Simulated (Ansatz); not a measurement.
# CH8BNSi: two geometries relaxed

Are the two ends of the inversion of the pyramid at N3 separate minima, and which lies lower? Each is relaxed from a guess. SMILES of the start: CB(N)[SiH3].

Method: RKS PBE-D4/def2-SVP, in Ansatz 0.2.0.

### Step 1. The structure to begin with

Bond lengths: C1–B2 1.522 Å, B2–N3 1.511 Å, B2–Si4 1.993 Å, C1–H5 1.147 Å, C1–H6 1.151 Å, C1–H7 1.136 Å, N3–H8 1.016 Å, N3–H9 1.104 Å, Si4–H10 1.409 Å, Si4–H11 1.498 Å, Si4–H12 1.457 Å. Angles (14 of 18 angles, heavy atoms first): C1–B2–N3 119.7°, C1–B2–Si4 119.5°, N3–B2–Si4 120.7°, B2–C1–H5 112.2°, B2–C1–H6 112.8°, B2–C1–H7 112.4°, B2–N3–H8 107.6°, B2–N3–H9 107.6°, B2–Si4–H10 109.0°, B2–Si4–H11 104.6°, B2–Si4–H12 107.9°, H5–C1–H6 105.9°, H5–C1–H7 107.5°, H6–C1–H7 105.6°.

Structure file:

```xyz
12

C    -1.0500    1.1964   -0.2349
B    -0.1893    0.0533    0.2832
N    -0.3529   -0.4220    1.7082
Si    1.1766   -0.7669   -0.9137
H    -1.7098    0.8762   -1.1169
H    -1.7697    1.6104    0.5620
H    -0.4297    2.0841   -0.5780
H    -0.5082   -1.4257    1.6819
H     0.6232   -0.3125    2.2112
H     2.0623    0.2371   -1.3533
H     0.3850   -1.3535   -2.0419
H     1.8396   -1.8321   -0.1736
```

### Step 2. End point A

File input.yaml:

```yaml
crystal:
  periodic: [false, false, false]
  atoms:
    - { symbol: C, position_ang: [-1.05, 1.1964, -0.2349] }
    - { symbol: B, position_ang: [-0.1893, 0.0533, 0.2832] }
    - { symbol: "N", position_ang: [-0.3529, -0.422, 1.7082] }
    - { symbol: Si, position_ang: [1.1766, -0.7669, -0.9137] }
    - { symbol: H, position_ang: [-1.7098, 0.8762, -1.1169] }
    - { symbol: H, position_ang: [-1.7697, 1.6104, 0.562] }
    - { symbol: H, position_ang: [-0.4297, 2.0841, -0.578] }
    - { symbol: H, position_ang: [-0.5082, -1.4257, 1.6819] }
    - { symbol: H, position_ang: [0.6232, -0.3125, 2.2112] }
    - { symbol: H, position_ang: [2.0623, 0.2371, -1.3533] }
    - { symbol: H, position_ang: [0.385, -1.3535, -2.0419] }
    - { symbol: H, position_ang: [1.8396, -1.8321, -0.1736] }
basis:
  gaussian: { orbitals: def2-SVP }
hamiltonian:
  xc: pbe
  dispersion: d4
relax:
  f_tol: 0.015
  max_steps: 40
```

Command:

```console
$ ansatz run input.yaml --threads 2 --pin off --max-ram 3072MiB --backend cpu --events-out ev --progress --plain --runs-dir out
```

Standard output, cut to the lines that bear on the results:

```text
Warning: RAYON_NUM_THREADS=2 ignored (pool sized by the plan → 2); use --threads N
[...]
Functional definition: PBE
[...]
1144 factors; their error is unknown
[...]
mean field -11196.90007646 eV, -411.4784882786 hartree, gradient 4.6e-5 eV, S^2 0.000000; 0 other end points of the search recorded, 0 dependent functions left out
[...]
reference -11196.90011433 eV, -411.4784896702 hartree; 20, 20 occupied and 80, 80 virtual orbitals, 1144 factors
relax step   1: F+E_penalty+E_count = -11197.11720181 eV  Δ(F+E_penalty+E_count) = +0.000e0 eV  max|allowed force component| = 1.967e0 eV/Å  Δτ_max = 0.0000 Å  (27 SCF iters, accepted)
[...]
relax step   5: F+E_penalty+E_count = -11198.05169796 eV  Δ(F+E_penalty+E_count) = -2.093e-1 eV  max|allowed force component| = 2.247e0 eV/Å  Δτ_max = 0.2000 Å  (28 SCF iters, accepted)
[...]
relax step   9: F+E_penalty+E_count = -11198.81485920 eV  Δ(F+E_penalty+E_count) = -3.202e-2 eV  max|allowed force component| = 9.152e-1 eV/Å  Δτ_max = 0.1999 Å  (32 SCF iters, accepted)
[...]
relax step  13: F+E_penalty+E_count = -11198.89903360 eV  Δ(F+E_penalty+E_count) = -4.284e-4 eV  max|allowed force component| = 2.820e-2 eV/Å  Δτ_max = 0.0278 Å  (28 SCF iters, accepted)
[...]
relax step  15: F+E_penalty+E_count = -11198.89923745 eV  Δ(F+E_penalty+E_count) = -4.823e-5 eV  max|allowed force component| = 1.703e-2 eV/Å  Δτ_max = 0.0096 Å  (29 SCF iters, accepted)
[...]
relax step  16: F+E_penalty+E_count = -11198.89926715 eV  Δ(F+E_penalty+E_count) = -2.969e-5 eV  max|allowed force component| = 1.049e-2 eV/Å  Δτ_max = 0.0070 Å  (22 SCF iters, accepted)
1144 factors; their error is unknown
[...]
mean field -11198.68624116 eV, -411.5441286204 hartree, gradient 1.5e-5 eV, S^2 0.000000; 1 other end points of the search recorded, 0 dependent functions left out
[...]
reference -11198.68627968 eV, -411.5441300360 hartree; 20, 20 occupied and 80, 80 virtual orbitals, 1144 factors
Total energy: -11198.89930567 eV, -411.5519585968 hartree
Atom 0 at    -1.017715     1.266818    -0.123732 Å, force    -0.004191     0.010488    -0.004197 eV/Å
Atom 1 at    -0.130059     0.027215     0.300636 Å, force     0.003571    -0.002459    -0.000102 eV/Å
Atom 2 at    -0.181616    -0.481273     1.606449 Å, force     0.001431    -0.004368     0.003585 eV/Å
Atom 3 at     1.122548    -0.881009    -1.026236 Å, force    -0.001561     0.000351     0.000769 eV/Å
Atom 4 at    -1.677465     1.004453    -0.979300 Å, force     0.004989     0.001073     0.004653 eV/Å
Atom 5 at    -1.659579     1.664237     0.691949 Å, force     0.001675    -0.001668    -0.002699 eV/Å
Atom 6 at    -0.378176     2.099644    -0.489580 Å, force    -0.004829    -0.007405     0.001063 eV/Å
Atom 7 at     0.370209    -1.276288     1.931548 Å, force    -0.001938     0.001383    -0.000903 eV/Å
Atom 8 at    -0.784636    -0.084536     2.332776 Å, force     0.001187     0.001466    -0.002833 eV/Å
Atom 9 at     2.154484     0.075489    -1.578275 Å, force    -0.001286    -0.001307     0.000916 eV/Å
Atom 10 at     0.377905    -1.432053    -2.220592 Å, force     0.001041     0.001097     0.000832 eV/Å
Atom 11 at     1.881199    -2.037895    -0.411444 Å, force    -0.000088     0.001349    -0.001083 eV/Å
Dipole moment:    -0.209359     0.027203     0.508959 e Å
```

Run time: 22 s. Hardware: 2 threads of Intel Xeon Platinum 8488C (Sapphire Rapids), shared host; peak memory 0.17 GiB.

The steps of the relaxation:

```
step  energy from step 1 (eV)  largest force component (eV/Å)
   1                   0.0000                          1.9667
   2                  -0.4071                          0.8805
   3                  -0.5459                          1.1399
   4                  -0.7252                          1.8105
   5                  -0.9345                          2.2468
   6                  -1.2018                          1.8814
   7                  -1.4944                          1.1149
   8                  -1.6656                          0.9215
   9                  -1.6977                          0.9152
  10                  -1.7226                          0.5140
  11                  -1.7787                          0.0706
  12                  -1.7814                          0.0239
  13                  -1.7818                          0.0282
  14                  -1.7820                          0.0289
  15                  -1.7820                          0.0170
  16                  -1.7821                          0.0105
```

Step 1 is the start.

After: Bond lengths: C1–B2 1.583 Å, B2–N3 1.402 Å, B2–Si4 2.038 Å, C1–H5 1.112 Å, C1–H6 1.111 Å, C1–H7 1.112 Å, N3–H8 1.021 Å, N3–H9 1.024 Å, Si4–H10 1.511 Å, Si4–H11 1.511 Å, Si4–H12 1.514 Å. Angles (14 of 18 angles, heavy atoms first): C1–B2–N3 120.9°, C1–B2–Si4 121.3°, N3–B2–Si4 117.9°, B2–C1–H5 110.8°, B2–C1–H6 114.0°, B2–C1–H7 110.6°, B2–N3–H8 124.0°, B2–N3–H9 122.8°, B2–Si4–H10 112.0°, B2–Si4–H11 112.0°, B2–Si4–H12 112.6°, H5–C1–H6 107.8°, H5–C1–H7 105.4°, H6–C1–H7 107.8°.

### Step 3. Relaxing end B

The second end starts from a geometry with the move made by hand.

input.yaml, as its differences from that of step 2:

```diff
@@ -10,4 +10,4 @@
     - { symbol: H, position_ang: [-0.4297, 2.0841, -0.578] }
-    - { symbol: H, position_ang: [-0.5082, -1.4257, 1.6819] }
-    - { symbol: H, position_ang: [0.6232, -0.3125, 2.2112] }
+    - { symbol: H, position_ang: [-1.28205, -0.82398, 1.79376] }
+    - { symbol: H, position_ang: [-0.38356, 0.47033, 2.35672] }
     - { symbol: H, position_ang: [2.0623, 0.2371, -1.3533] }
```

Command:

```console
$ ansatz run input.yaml --threads 2 --pin off --max-ram 3072MiB --backend cpu --events-out ev --progress --plain --runs-dir out
```

Standard output:

```text
Warning: RAYON_NUM_THREADS=2 ignored (pool sized by the plan → 2); use --threads N
The last accepted step is kept in <dir> (removed where the run ends without a failure and the disk answers)
Engine: ansatz 0.2.0, x86_64-unknown-linux-gnu
[... 1 set-up line as earlier in the session ...]
  parameter kappa = 0.804
  parameter beta = 0.06672455060314922
  exchange = pbe_x(kappa = kappa, mu = beta*pi^2/3)
  correlation = pbe_c(beta = beta)
1144 factors; their error is unknown
mean field evaluation 1: about -11185.0519 eV, gradient 7.1e1 eV
mean field evaluation 2: about -11136.2509 eV, gradient 1.3e2 eV
mean field evaluation 4: about -11196.5584 eV, gradient 1.2e1 eV
mean field evaluation 8: about -11196.9459 eV, gradient 3.0e-1 eV
mean field evaluation 16: about -11196.8821 eV, gradient 1.4e-4 eV
mean field -11196.88205052 eV, -411.4778258373 hartree, gradient 3.1e-5 eV, S^2 0.000000; 0 other end points of the search recorded, 0 dependent functions left out
the calculation of the forces begins
reference -11196.88208790 eV, -411.4778272109 hartree; 20, 20 occupied and 80, 80 virtual orbitals, 1144 factors
relax step   1: F+E_penalty+E_count = -11197.09810382 eV  Δ(F+E_penalty+E_count) = +0.000e0 eV  max|allowed force component| = 2.009e0 eV/Å  Δτ_max = 0.0000 Å  (27 SCF iters, accepted)
these checks for a lower state are left out or cut short: starts, cluster_reference, orbital_swaps, neighbouring_geometries, increment
1144 factors; their error is unknown
mean field -11197.38854492 eV, -411.4964391633 hartree, gradient 2.6e-5 eV, S^2 0.000000; 0 other end points of the search recorded, 0 dependent functions left out
the calculation of the forces begins
reference -11197.38858296 eV, -411.4964405614 hartree; 20, 20 occupied and 80, 80 virtual orbitals, 1144 factors
relax step   2: F+E_penalty+E_count = -11197.60158512 eV  Δ(F+E_penalty+E_count) = -5.035e-1 eV  max|allowed force component| = 1.751e0 eV/Å  Δτ_max = 0.1949 Å  (33 SCF iters, accepted)
these checks for a lower state are left out or cut short: starts, cluster_reference, orbital_swaps, neighbouring_geometries, increment
1144 factors; their error is unknown
mean field evaluation 32: about -11197.6732 eV, gradient 8.7e-4 eV
mean field -11197.67321685 eV, -411.5069006638 hartree, gradient 2.4e-5 eV, S^2 0.000000; 0 other end points of the search recorded, 0 dependent functions left out
the calculation of the forces begins
reference -11197.67325527 eV, -411.5069020757 hartree; 20, 20 occupied and 80, 80 virtual orbitals, 1144 factors
relax step   3: F+E_penalty+E_count = -11197.88533492 eV  Δ(F+E_penalty+E_count) = -2.837e-1 eV  max|allowed force component| = 1.690e0 eV/Å  Δτ_max = 0.1957 Å  (34 SCF iters, accepted)
these checks for a lower state are left out or cut short: starts, cluster_reference, orbital_swaps, neighbouring_geometries, increment
1144 factors; their error is unknown
mean field -11197.93292202 eV, -411.5164446528 hartree, gradient 7.1e-6 eV, S^2 0.000000; 0 other end points of the search recorded, 0 dependent functions left out
the calculation of the forces begins
reference -11197.93296022 eV, -411.5164460564 hartree; 20, 20 occupied and 80, 80 virtual orbitals, 1144 factors
relax step   4: F+E_penalty+E_count = -11198.14508706 eV  Δ(F+E_penalty+E_count) = -2.598e-1 eV  max|allowed force component| = 1.717e0 eV/Å  Δτ_max = 0.2000 Å  (28 SCF iters, accepted)
these checks for a lower state are left out or cut short: starts, cluster_reference, orbital_swaps, neighbouring_geometries, increment
1144 factors; their error is unknown
mean field -11198.23010971 eV, -411.5273660990 hartree, gradient 7.2e-6 eV, S^2 0.000000; 0 other end points of the search recorded, 0 dependent functions left out
the calculation of the forces begins
reference -11198.23014779 eV, -411.5273674984 hartree; 20, 20 occupied and 80, 80 virtual orbitals, 1144 factors
relax step   5: F+E_penalty+E_count = -11198.44287641 eV  Δ(F+E_penalty+E_count) = -2.978e-1 eV  max|allowed force component| = 1.599e0 eV/Å  Δτ_max = 0.2000 Å  (28 SCF iters, accepted)
these checks for a lower state are left out or cut short: starts, cluster_reference, orbital_swaps, neighbouring_geometries, increment
1144 factors; their error is unknown
mean field -11198.44416305 eV, -411.5352324138 hartree, gradient 7.3e-6 eV, S^2 0.000000; 0 other end points of the search recorded, 0 dependent functions left out
the calculation of the forces begins
reference -11198.44420096 eV, -411.5352338071 hartree; 20, 20 occupied and 80, 80 virtual orbitals, 1144 factors
relax step   6: F+E_penalty+E_count = -11198.65685434 eV  Δ(F+E_penalty+E_count) = -2.140e-1 eV  max|allowed force component| = 1.007e0 eV/Å  Δτ_max = 0.1999 Å  (28 SCF iters, accepted)
these checks for a lower state are left out or cut short: starts, cluster_reference, orbital_swaps, neighbouring_geometries, increment
1144 factors; their error is unknown
mean field -11198.60927770 eV, -411.5413002654 hartree, gradient 1.2e-5 eV, S^2 0.000000; 0 other end points of the search recorded, 0 dependent functions left out
the calculation of the forces begins
reference -11198.60931582 eV, -411.5413016665 hartree; 20, 20 occupied and 80, 80 virtual orbitals, 1144 factors
relax step   7: F+E_penalty+E_count = -11198.82224860 eV  Δ(F+E_penalty+E_count) = -1.654e-1 eV  max|allowed force component| = 6.196e-1 eV/Å  Δτ_max = 0.1996 Å  (27 SCF iters, accepted)
these checks for a lower state are left out or cut short: starts, cluster_reference, orbital_swaps, neighbouring_geometries, increment
1144 factors; their error is unknown
mean field evaluation 64: about -11198.7225 eV, gradient 1.4e-1 eV
mean field -11198.65997105 eV, -411.5431632116 hartree, gradient 1.6e-5 eV, S^2 0.000000; 0 other end points of the search recorded, 0 dependent functions left out
the calculation of the forces begins
reference -11198.66000917 eV, -411.5431646126 hartree; 20, 20 occupied and 80, 80 virtual orbitals, 1144 factors
relax step   8: F+E_penalty+E_count = -11198.87289653 eV  Δ(F+E_penalty+E_count) = -5.065e-2 eV  max|allowed force component| = 2.125e-1 eV/Å  Δτ_max = 0.2000 Å  (27 SCF iters, accepted)
these checks for a lower state are left out or cut short: starts, cluster_reference, orbital_swaps, neighbouring_geometries, increment
1144 factors; their error is unknown
mean field -11198.67750794 eV, -411.5438076805 hartree, gradient 1.3e-5 eV, S^2 0.000000; 0 other end points of the search recorded, 0 dependent functions left out
the calculation of the forces begins
reference -11198.67754629 eV, -411.5438090900 hartree; 20, 20 occupied and 80, 80 virtual orbitals, 1144 factors
relax step   9: F+E_penalty+E_count = -11198.89065902 eV  Δ(F+E_penalty+E_count) = -1.776e-2 eV  max|allowed force component| = 1.008e-1 eV/Å  Δτ_max = 0.2000 Å  (27 SCF iters, accepted)
these checks for a lower state are left out or cut short: starts, cluster_reference, orbital_swaps, neighbouring_geometries, increment
1144 factors; their error is unknown
mean field -11198.67865933 eV, -411.5438499935 hartree, gradient 1.7e-5 eV, S^2 0.000000; 0 other end points of the search recorded, 0 dependent functions left out
the calculation of the forces begins
reference -11198.67869773 eV, -411.5438514047 hartree; 20, 20 occupied and 80, 80 virtual orbitals, 1144 factors
relax step  10: F+E_penalty+E_count = -11198.89165787 eV  Δ(F+E_penalty+E_count) = -9.988e-4 eV  max|allowed force component| = 2.428e-1 eV/Å  Δτ_max = 0.0883 Å  (26 SCF iters, accepted)
these checks for a lower state are left out or cut short: starts, cluster_reference, orbital_swaps, neighbouring_geometries, increment
1144 factors; their error is unknown
mean field -11198.68462313 eV, -411.5440691590 hartree, gradient 1.7e-5 eV, S^2 0.000000; 0 other end points of the search recorded, 0 dependent functions left out
the calculation of the forces begins
reference -11198.68466149 eV, -411.5440705688 hartree; 20, 20 occupied and 80, 80 virtual orbitals, 1144 factors
relax step  11: F+E_penalty+E_count = -11198.89759265 eV  Δ(F+E_penalty+E_count) = -5.935e-3 eV  max|allowed force component| = 8.199e-2 eV/Å  Δτ_max = 0.0762 Å  (28 SCF iters, accepted)
these checks for a lower state are left out or cut short: starts, cluster_reference, orbital_swaps, neighbouring_geometries, increment
1144 factors; their error is unknown
mean field evaluation 96: about -11198.6850 eV, gradient 1.7e-5 eV
mean field -11198.68502142 eV, -411.5440837957 hartree, gradient 1.7e-5 eV, S^2 0.000000; 0 other end points of the search recorded, 0 dependent functions left out
the calculation of the forces begins
reference -11198.68505979 eV, -411.5440852060 hartree; 20, 20 occupied and 80, 80 virtual orbitals, 1144 factors
relax step  12: F+E_penalty+E_count = -11198.89806614 eV  Δ(F+E_penalty+E_count) = -4.735e-4 eV  max|allowed force component| = 7.481e-2 eV/Å  Δτ_max = 0.0492 Å  (28 SCF iters, accepted)
these checks for a lower state are left out or cut short: starts, cluster_reference, orbital_swaps, neighbouring_geometries, increment
1144 factors; their error is unknown
mean field -11198.68578989 eV, -411.5441120367 hartree, gradient 1.7e-5 eV, S^2 0.000000; 0 other end points of the search recorded, 0 dependent functions left out
the calculation of the forces begins
reference -11198.68582829 eV, -411.5441134477 hartree; 20, 20 occupied and 80, 80 virtual orbitals, 1144 factors
relax step  13: F+E_penalty+E_count = -11198.89880023 eV  Δ(F+E_penalty+E_count) = -7.341e-4 eV  max|allowed force component| = 2.368e-2 eV/Å  Δτ_max = 0.0274 Å  (29 SCF iters, accepted)
these checks for a lower state are left out or cut short: starts, cluster_reference, orbital_swaps, neighbouring_geometries, increment
1144 factors; their error is unknown
mean field -11198.68598755 eV, -411.5441193004 hartree, gradient 1.7e-5 eV, S^2 0.000000; 0 other end points of the search recorded, 0 dependent functions left out
the calculation of the forces begins
reference -11198.68602595 eV, -411.5441207116 hartree; 20, 20 occupied and 80, 80 virtual orbitals, 1144 factors
relax step  14: F+E_penalty+E_count = -11198.89902085 eV  Δ(F+E_penalty+E_count) = -2.206e-4 eV  max|allowed force component| = 6.192e-3 eV/Å  Δτ_max = 0.0195 Å  (29 SCF iters, accepted)
these checks for a lower state are left out or cut short: starts, cluster_reference, orbital_swaps, neighbouring_geometries, increment
1144 factors; their error is unknown
mean field -11198.68611844 eV, -411.5441241105 hartree, gradient 1.7e-5 eV, S^2 0.000000; 0 other end points of the search recorded, 0 dependent functions left out
the calculation of the forces begins
reference -11198.68615686 eV, -411.5441255223 hartree; 20, 20 occupied and 80, 80 virtual orbitals, 1144 factors
relax step  15: F+E_penalty+E_count = -11198.89916706 eV  Δ(F+E_penalty+E_count) = -1.462e-4 eV  max|allowed force component| = 1.279e-2 eV/Å  Δτ_max = 0.0344 Å  (28 SCF iters, accepted)
1144 factors; their error is unknown
mean field evaluation 128: about -11198.7495 eV, gradient 1.4e-1 eV
mean field -11198.68611844 eV, -411.5441241105 hartree, gradient 1.7e-5 eV, S^2 0.000000; 1 other end points of the search recorded, 0 dependent functions left out
the calculation of the forces begins
reference -11198.68615686 eV, -411.5441255223 hartree; 20, 20 occupied and 80, 80 virtual orbitals, 1144 factors
Total energy: -11198.89920548 eV, -411.5519549147 hartree
Atom 0 at    -1.091736     1.416265    -0.246515 Å, force     0.012791    -0.002020     0.004260 eV/Å
Atom 1 at    -0.303951     0.159764     0.306927 Å, force    -0.009389     0.003494     0.004002 eV/Å
Atom 2 at    -0.503383    -0.293677     1.618834 Å, force    -0.001990    -0.006332     0.005321 eV/Å
Atom 3 at     1.027388    -0.849661    -0.859632 Å, force     0.008304    -0.007090    -0.007743 eV/Å
Atom 4 at    -1.662167     1.153091    -1.163257 Å, force    -0.003718    -0.000550    -0.002125 eV/Å
Atom 5 at    -1.802130     1.862684     0.482017 Å, force    -0.002920    -0.000115     0.001446 eV/Å
Atom 6 at    -0.381437     2.212054    -0.559808 Å, force    -0.001375     0.003221    -0.004031 eV/Å
Atom 7 at    -0.021305    -1.096625     2.025215 Å, force     0.002076     0.002903    -0.002839 eV/Å
Atom 8 at    -1.157414     0.154184     2.267173 Å, force     0.002336     0.001889    -0.005409 eV/Å
Atom 9 at     2.134684     0.046706    -1.366475 Å, force    -0.009929    -0.008755     0.005068 eV/Å
Atom 10 at     0.367034    -1.438473    -2.085996 Å, force     0.007023     0.005502     0.007895 eV/Å
Atom 11 at     1.690905    -1.996962    -0.126902 Å, force    -0.003208     0.007853    -0.005845 eV/Å
Dipole moment:    -0.255243     0.055890     0.485380 e Å
```

Run time: 19 s. Hardware: 2 threads of Intel Xeon Platinum 8488C (Sapphire Rapids), shared host; peak memory 0.17 GiB.

Step by step:

```
step  energy from step 1 (eV)  largest force component (eV/Å)
   1                   0.0000                          2.0090
   2                  -0.5035                          1.7511
   3                  -0.7872                          1.6905
   4                  -1.0470                          1.7173
   5                  -1.3448                          1.5985
   6                  -1.5588                          1.0070
   7                  -1.7241                          0.6196
   8                  -1.7748                          0.2125
   9                  -1.7926                          0.1008
  10                  -1.7936                          0.2428
  11                  -1.7995                          0.0820
  12                  -1.8000                          0.0748
  13                  -1.8007                          0.0237
  14                  -1.8009                          0.0062
  15                  -1.8011                          0.0128
```

Step 1 is the start.

After: Bond lengths: C1–B2 1.583 Å, B2–N3 1.402 Å, B2–Si4 2.038 Å, C1–H5 1.111 Å, C1–H6 1.111 Å, C1–H7 1.112 Å, N3–H8 1.021 Å, N3–H9 1.024 Å, Si4–H10 1.512 Å, Si4–H11 1.512 Å, Si4–H12 1.514 Å. Angles (14 of 18 angles, heavy atoms first): C1–B2–N3 120.9°, C1–B2–Si4 121.2°, N3–B2–Si4 117.9°, B2–C1–H5 110.8°, B2–C1–H6 114.1°, B2–C1–H7 110.4°, B2–N3–H8 124.0°, B2–N3–H9 122.8°, B2–Si4–H10 112.1°, B2–Si4–H11 111.8°, B2–Si4–H12 112.6°, H5–C1–H6 107.9°, H5–C1–H7 105.4°, H6–C1–H7 107.8°.

### Step 4. What came out

```
                           quantity                     value
                              end A  15 moves, 1.782 eV lower
                              end B  14 moves, 1.801 eV lower
largest difference between the ends                    0.03 Å
            end B relative to end A                 +0.000 eV
```

What this shows: Both starts fell into the same minimum (no atom differs by more than 0.03 Å), so from this start no second minimum was found and no band was run; another arrangement could still be one.
